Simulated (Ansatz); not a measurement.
Geometry optimisation, DFT PBE-D3(BJ), scalar-relativistic, plane waves, PAW (Ansatz).

Input file:

```yaml
crystal:
  lattice:
    - [10.86, 0.0, 0.0]
    - [0.0, 10.86, 0.0]
    - [0.0, 0.0, 10.86]
  atoms:
    - { symbol: Si, position: [0.5, 0.0, 0.0] }
    - { symbol: Si, position: [0.625, 0.125, 0.125] }
    - { symbol: Si, position: [0.75, 0.25, 0.0] }
    - { symbol: Si, position: [0.875, 0.375, 0.125] }
    - { symbol: Si, position: [0.75, 0.0, 0.25] }
    - { symbol: Si, position: [0.875, 0.125, 0.375] }
    - { symbol: Si, position: [0.0, 0.0, 0.0] }
    - { symbol: Si, position: [0.125, 0.125, 0.125] }
    - { symbol: Si, position: [0.25, 0.25, 0.0] }
    - { symbol: Si, position: [0.375, 0.375, 0.125] }
    - { symbol: Si, position: [0.5, 0.5, 0.0] }
    - { symbol: Si, position: [0.625, 0.625, 0.125] }
    - { symbol: Si, position: [0.75, 0.75, 0.0] }
    - { symbol: Si, position: [0.875, 0.875, 0.125] }
    - { symbol: Si, position: [0.25, 0.0, 0.25] }
    - { symbol: Si, position: [0.375, 0.125, 0.375] }
    - { symbol: Si, position: [0.5, 0.25, 0.25] }
    - { symbol: Si, position: [0.625, 0.375, 0.375] }
    - { symbol: Si, position: [0.75, 0.5, 0.25] }
    - { symbol: Si, position: [0.875, 0.625, 0.375] }
    - { symbol: Si, position: [0.5, 0.0, 0.5] }
    - { symbol: Si, position: [0.625, 0.125, 0.625] }
    - { symbol: Si, position: [0.75, 0.25, 0.5] }
    - { symbol: Si, position: [0.875, 0.375, 0.625] }
    - { symbol: Si, position: [0.75, 0.0, 0.75] }
    - { symbol: Si, position: [0.875, 0.125, 0.875] }
    - { symbol: Si, position: [0.0, 0.5, 0.0] }
    - { symbol: Al, position: [0.25, 0.75, 0.0] }
    - { symbol: Si, position: [0.375, 0.875, 0.125] }
    - { symbol: Si, position: [0.0, 0.25, 0.25] }
    - { symbol: Si, position: [0.125, 0.375, 0.375] }
    - { symbol: Si, position: [0.25, 0.5, 0.25] }
    - { symbol: Si, position: [0.375, 0.625, 0.375] }
    - { symbol: Si, position: [0.5, 0.75, 0.25] }
    - { symbol: Si, position: [0.625, 0.875, 0.375] }
    - { symbol: Si, position: [0.0, 0.0, 0.5] }
    - { symbol: Si, position: [0.125, 0.125, 0.625] }
    - { symbol: Si, position: [0.25, 0.25, 0.5] }
    - { symbol: Si, position: [0.375, 0.375, 0.625] }
    - { symbol: Si, position: [0.5, 0.5, 0.5] }
    - { symbol: Si, position: [0.625, 0.625, 0.625] }
    - { symbol: Si, position: [0.75, 0.75, 0.5] }
    - { symbol: Si, position: [0.875, 0.875, 0.625] }
    - { symbol: Si, position: [0.25, 0.0, 0.75] }
    - { symbol: Si, position: [0.375, 0.125, 0.875] }
    - { symbol: Si, position: [0.5, 0.25, 0.75] }
    - { symbol: Si, position: [0.625, 0.375, 0.875] }
    - { symbol: Si, position: [0.75, 0.5, 0.75] }
    - { symbol: Si, position: [0.875, 0.625, 0.875] }
    - { symbol: Si, position: [0.0, 0.75, 0.25] }
    - { symbol: Si, position: [0.125, 0.875, 0.375] }
    - { symbol: Si, position: [0.0, 0.5, 0.5] }
    - { symbol: Si, position: [0.125, 0.625, 0.625] }
    - { symbol: Si, position: [0.25, 0.75, 0.5] }
    - { symbol: Si, position: [0.375, 0.875, 0.625] }
    - { symbol: Si, position: [0.0, 0.25, 0.75] }
    - { symbol: Si, position: [0.125, 0.375, 0.875] }
    - { symbol: Si, position: [0.25, 0.5, 0.75] }
    - { symbol: Si, position: [0.375, 0.625, 0.875] }
    - { symbol: Si, position: [0.5, 0.75, 0.75] }
    - { symbol: Si, position: [0.625, 0.875, 0.875] }
    - { symbol: Si, position: [0.0, 0.75, 0.75] }
    - { symbol: Si, position: [0.125, 0.875, 0.875] }
total_charge: -1
basis:
  ecutwfc: 420.0
kpoints:
  mp_grid: { grid: [1, 1, 1] }
hamiltonian:
  xc: pbe
  dispersion: d3bj
  pseudopotentials: { kind: paw, azcp: { folder: soft_1 } }
scf:
  occupations: { method: gaussian, width: 0.05 }
  lower_state_search: "off"
relax:
  f_tol: 0.03
  max_steps: 60
  adjacent_minimum: "off"
```

Command:

```bash
$ ansatz run input.yaml --threads 4 --pin off --max-ram 10240MiB --backend cpu --events-out ev --progress --plain --runs-dir out
```

Q: Where does it end, and by what steps?

A: The forces met the threshold. The force dipped under the threshold on the way, but the program's further checks kept it going. Limits of this set-up: coarse k mesh, no spin, though dangling bonds at a vacancy may carry it, charged cell in a uniform background, uncorrected. After 6 steps the energy has fallen by 0.444 eV; Al28 moved furthest, 0.72 Å.

```
step  energy less start (eV)  largest force component (eV/Å)  accepted
   0                  0.0000                           0.785       yes
   1                 -0.2370                           0.277       yes
   2                 -0.3371                           0.175       yes
   3                 -0.4060                           0.110       yes
   4                 -0.4394                           0.088       yes
   5                 -0.4443                           0.024       yes
   6                 -0.4443                           0.024       yes
```

```xyz
63
Lattice="10.8600 0.0000 0.0000 0.0000 10.8600 0.0000 0.0000 0.0000 10.8600" Properties=species:S:1:pos:R:3
Si 5.366 -0.064 0.036
Si 6.781 1.351 1.350
Si 8.163 2.733 0.003
Si 9.580 4.150 1.310
Si 8.151 0.019 2.721
Si 9.523 1.395 4.052
Si -0.018 0.022 -0.016
Si 1.363 1.360 1.352
Si 2.719 2.715 -0.004
Si 4.092 4.071 1.342
Si 5.452 5.412 -0.016
Si 6.790 6.793 1.352
Si 8.145 8.149 -0.004
Si 9.501 9.522 1.342
Si 2.731 0.022 2.733
Si 4.090 1.377 4.086
Si 5.449 2.721 2.721
Si 6.825 4.093 4.052
Si 8.187 5.458 2.687
Si 9.580 6.835 3.995
Si 5.423 -0.007 5.453
Si 6.790 1.360 6.785
Si 8.151 2.721 5.424
Si 9.523 4.093 6.750
Si 8.122 -0.007 8.152
Si 9.489 1.377 9.485
Si 0.134 5.564 -0.021
Al 2.298 7.728 0.417
Si 3.975 9.405 1.406
Si 0.028 2.757 2.687
Si 1.405 4.150 3.995
Si 2.736 5.564 2.581
Si 4.092 6.803 4.074
Si 5.452 8.161 2.733
Si 6.807 9.520 4.086
Si -0.006 0.019 5.424
Si 1.365 1.351 6.794
Si 2.712 2.733 5.412
Si 4.090 4.059 6.768
Si 5.449 5.424 5.424
Si 6.781 6.795 6.794
Si 8.163 8.142 5.412
Si 9.489 9.520 6.768
Si 2.679 -0.064 8.209
Si 4.059 1.328 9.516
Si 5.423 2.692 8.152
Si 6.807 4.059 9.485
Si 8.151 5.424 8.126
Si 9.501 6.803 9.483
Si 0.134 8.166 2.581
Si 1.373 9.522 4.074
Si 0.028 5.458 5.388
Si 1.363 6.793 6.785
Si 2.719 8.149 5.430
Si 4.059 9.489 6.817
Si -0.006 2.721 8.126
Si 1.373 4.071 9.483
Si 2.731 5.412 8.123
Si 3.975 6.739 9.600
Si 5.366 8.109 8.209
Si 6.758 9.489 9.516
Si -0.018 8.161 8.123
Si 1.309 9.405 9.600
```

Whether the end is a true minimum wasn't checked by a vibrational analysis.

Time of the run: 36 s on 4 threads of Arm Neoverse V1 (shared host), peak memory 1.1 GiB.
